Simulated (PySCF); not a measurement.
# C₃H₇FOSi: electronic excitations and core binding energies

Wanted: the electronic excitations and core binding energies of C₃H₇FOSi (`F/C=C\CO[SiH3]`), by calculation.

Programs: PySCF 2.14.0, with density-fitted response routines of our own. Each step states its level of theory. These are calculated values for one molecule in the gas phase, unless marked as measured. Atoms are numbered from 0 throughout.

**1. Starting geometry**

13 atoms, charge 0, multiplicity 1; geometry from: GFN2-xTB.

Bonds of the start (Å): F0–C1 1.34, C1–C2 1.32, C2–C3 1.50, C3–O4 1.40, O4–Si5 1.62, C1–H6 1.08, C2–H7 1.08, C3–H8 1.10, C3–H9 1.10, Si5–H10 1.47, Si5–H11 1.45, Si5–H12 1.47.

**2. Excited states and response: wB97X-D/def2-SVPD**

What the job is given:

```
{"job": {"kind": "uv", "xc": "wB97X-D", "basis": "def2-SVPD", "nstates": 8, "ntriplets": 3}, "charge": 0, "multiplicity": 1}
F      2.596921     0.050129     1.657384
C      2.478528    -0.623087     0.499225
C      1.422254    -0.498239    -0.280564
C      0.241621     0.374705     0.016741
O     -0.919127    -0.219872    -0.479029
Si    -2.460890     0.251131    -0.315406
H      3.341993    -1.241103     0.305588
H      1.372590    -1.061339    -1.197768
H      0.384632     1.354443    -0.464212
H      0.157859     0.542079     1.097021
H     -2.672511     1.578308    -0.903199
H     -3.098664    -0.827176    -1.049673
H     -2.849593     0.320508     1.096165
```

With the program's defaults for keys left out, this is: TDDFT wB97X-D/def2-SVPD, vertical, gas phase, core orbitals frozen in the response.

The run is started by

```
$ OMP_NUM_THREADS=1 python probes_run.py task.json out
```

The driver reads the jobs from task.json and runs them one after another.

**Question.** This job is followed by: delta-SCF UKS SCAN, pcX-2 on the ionised atom, pcseg-1 elsewhere, spin-free X2C. What will the session give for the following? lowest singlet (wB97X-D/def2-SVPD); brightest single state of those computed; lowest triplet; C1s binding energies, SCAN/pcX-2; F1s binding energies, SCAN/pcX-2; O1s binding energies, SCAN/pcX-2; Si1s binding energies, SCAN/pcX-2; Si2p binding energies, SCAN/pcX-2.

The runs gave:

| quantity | value |
| --- | --- |
| lowest singlet (wB97X-D/def2-SVPD) | 7.08 eV (175 nm), f = 0.042 |
| brightest single state of those computed | state 3, 7.52 eV, f = 0.294 |
| lowest triplet | 4.59 eV |
| C1s binding energies, SCAN/pcX-2 | C1 292.83, C3 292.62, C2 290.71 eV |
| F1s binding energies, SCAN/pcX-2 | F0 693.10 eV |
| O1s binding energies, SCAN/pcX-2 | O4 538.09 eV |
| Si1s binding energies, SCAN/pcX-2 | Si5 1847.11 eV |
| Si2p binding energies, SCAN/pcX-2 | Si5 107.48 eV |

The lowest singlet, at 7.08 eV, is HOMO→LUMO 0.46, HOMO−1→LUMO 0.44 and is weak; of the 8 states computed, the strongest absorption comes from state 3 at 7.52 eV. The lowest triplet lies 2.49 eV below the lowest singlet (triplets in Tamm-Dancoff, singlets in full TDDFT). C1 (alkene CH) binds its C1s electron 2.12 eV more tightly than C2 (alkene CH).
